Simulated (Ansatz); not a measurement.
# FRu: the cost of one run

Method: def2-TZVPP, all electrons in the functionals, frozen cores in the correlation of double hybrids and RPA; program: Ansatz 0.2.0, Gaussian basis.

To be run: B2PLYP, RPA-PBE, at charge 0, quartet; charge 0, doublet; charge 0, sextet; charge 1, triplet; charge 1, quintet.

11 further runs of the same task are left out: 6 for a known fault of the program, 5 set aside as unsound or not needed.

## (1) The system

The geometry is a PBE0/def2-TZVP stationary point (not a proven minimum). No spin-orbit coupling is included. Elements past krypton take def2 core potentials.

2 atoms, charge 0, spin multiplicity 4.

Atoms are counted from 1 here; the program's logs count them from 0.

Bond lengths: Ru1–F2 1.896 Å.

No dispersion term is added.

The geometry shown and the zero of energy belong to the point charge 0, quartet. The yardstick, UCCSD(T), and other wave-function levels (R restricted, U unrestricted, valence and pair active spaces) come from earlier runs.

## (2) B2PLYP, charge 0, quartet

File in.yaml:

```yaml
crystal:
  periodic: [false, false, false]
  atoms:
    - {symbol: Ru, position_ang: [0.000000, 0.000000, 0.000000]}
    - {symbol: F, position_ang: [0.000000, 0.000000, 1.895800]}
basis:
  gaussian: {orbitals: def2-TZVPP}
magnetization: {spin_polarized: true, initial_magnetization: 3}
hamiltonian: {xc: {name: B2PLYP}}
correlation: {electrons: outside_noble_gas}
```

Command:

```
$ ansatz run in.yaml --threads 1 --pin off --events-out ev --progress --plain --max-ram 4096MiB --backend cpu
```

**Question.** How long does this run take on 1 thread of AMD EPYC 7R13, shared host?

About 25 s.
